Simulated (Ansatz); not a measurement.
# CHClOSi (SMILES O[Si]#CCl): one structure at several levels

Aim: energy, forces and dipole at a structure displaced at random from a GFN2-xTB minimum, from CCSD(T) and from density functionals.

The runs use Ansatz 0.2.0, Gaussian basis; single points in def2-TZVPP.

Cores are frozen in the correlated methods.

## Step 1: Starting geometry

5 atoms, charge 0, spin multiplicity 1.

Atoms are counted from 1 here; the program's logs count them from 0.

Bond lengths: O1–Si2 1.600 Å, O1–H5 0.807 Å, Si2–C3 1.711 Å, C3–Cl4 1.795 Å. Angles: Si2–O1–H5 128.4°, O1–Si2–C3 149.5°, Si2–C3–Cl4 118.8°.

As a file:

```csv
atom,x (Å),y (Å),z (Å)
O1,-0.4366,1.7199,0.0623
Si2,-0.1638,0.1437,0.0832
C3,0.9437,-1.1598,0.1359
Cl4,0.3069,-2.8381,0.1166
H5,-0.4595,2.2163,-0.5734
```

## Step 2: CCSD(T)/def2-TZVPP

Input file run/in.yaml:

```yaml
crystal:
  periodic: [false, false, false]
  atoms:
    - {symbol: O, position_ang: [-0.436600, 1.719900, 0.062300]}
    - {symbol: Si, position_ang: [-0.163800, 0.143700, 0.083200]}
    - {symbol: C, position_ang: [0.943700, -1.159800, 0.135900]}
    - {symbol: Cl, position_ang: [0.306900, -2.838100, 0.116600]}
    - {symbol: H, position_ang: [-0.459500, 2.216300, -0.573400]}
basis:
  gaussian: {orbitals: def2-TZVPP}
correlation: {method: ccsd_t}
output: {forces: true}
```

The command line of these runs was not kept.

## Step 3: PBE0-D4/def2-TZVPP

run/in.yaml: that of step 2 with these lines changed.

```diff
@@ -10,3 +10,3 @@
   gaussian: {orbitals: def2-TZVPP}
-correlation: {method: ccsd_t}
-output: {forces: true}
+hamiltonian: {xc: pbe0, dispersion: d4}
+output: {forces: true, orbitals: {seedname: orbitals}}
```

## Step 4: wB97M-V/def2-TZVPP

run/in.yaml: that of step 3 with these lines changed.

```diff
@@ -10,3 +10,3 @@
   gaussian: {orbitals: def2-TZVPP}
-hamiltonian: {xc: pbe0, dispersion: d4}
-output: {forces: true, orbitals: {seedname: orbitals}}
+hamiltonian: {xc: {name: wB97M-V}}
+output: {forces: true}
```

## Step 5: r2SCAN-D4/def2-TZVPP

run/in.yaml: that of step 4 with these lines changed.

```diff
@@ -10,3 +10,3 @@
   gaussian: {orbitals: def2-TZVPP}
-hamiltonian: {xc: {name: wB97M-V}}
+hamiltonian: {xc: r2scan, dispersion: d4}
 output: {forces: true}
```

## Step 6: PBE-D4/def2-TZVPP

run/in.yaml: that of step 5 with these lines changed.

```diff
@@ -10,3 +10,3 @@
   gaussian: {orbitals: def2-TZVPP}
-hamiltonian: {xc: r2scan, dispersion: d4}
+hamiltonian: {xc: pbe, dispersion: d4}
 output: {forces: true}
```

## Step 7: revPBE-D4/def2-TZVPP

run/in.yaml: that of step 6 with these lines changed.

```diff
@@ -10,3 +10,3 @@
   gaussian: {orbitals: def2-TZVPP}
-hamiltonian: {xc: pbe, dispersion: d4}
+hamiltonian: {xc: {name: revPBE}, dispersion: d4}
 output: {forces: true}
```

## Step 8: CAM-B3LYP-D4/def2-TZVPP

run/in.yaml: that of step 7 with these lines changed.

```diff
@@ -10,3 +10,3 @@
   gaussian: {orbitals: def2-TZVPP}
-hamiltonian: {xc: {name: revPBE}, dispersion: d4}
+hamiltonian: {xc: {name: CAM-B3LYP}, dispersion: d4}
 output: {forces: true}
```

(Steps that only read results are left out.)

What does the calculation give? Wanted: energy less free atoms, CCSD(T)/def2-TZVPP; RMS force component; RMS force error; HOMO and LUMO, PBE0-D4; T1 diagnostic.

As calculated:

| quantity | value |
| --- | --- |
| energy less free atoms, CCSD(T)/def2-TZVPP | -1429.6 kJ/mol |
| RMS force component | 5.050 to 5.192 eV/Å over the methods |
| RMS force error | PBE0-D4 0.245, wB97M-V 0.252, r2SCAN-D4 0.151, PBE-D4 0.200, revPBE-D4 0.207, CAM-B3LYP-D4 0.313 eV/Å |
| HOMO and LUMO, PBE0-D4 | -6.21 and -3.09 eV |
| T1 diagnostic | 0.022 |

In words: Against CCSD(T) the functionals' energies less atoms differ by -145.7 to -9.8 kJ/mol, PBE-D4 by -145.7 kJ/mol. The reference is not at the basis limit: in triple zeta CCSD(T) underbinds, which counts against methods that bind more; the gaps are no ranking. The forces of r2SCAN-D4 come nearest to CCSD(T), those of CAM-B3LYP-D4 are farthest. Frozen-core CCSD(T) forces in triple zeta carry basis errors of their own, and this is one geometry, so small gaps rank nothing. The restricted Hartree–Fock reference is unstable towards an unrestricted one at one or more of these structures.
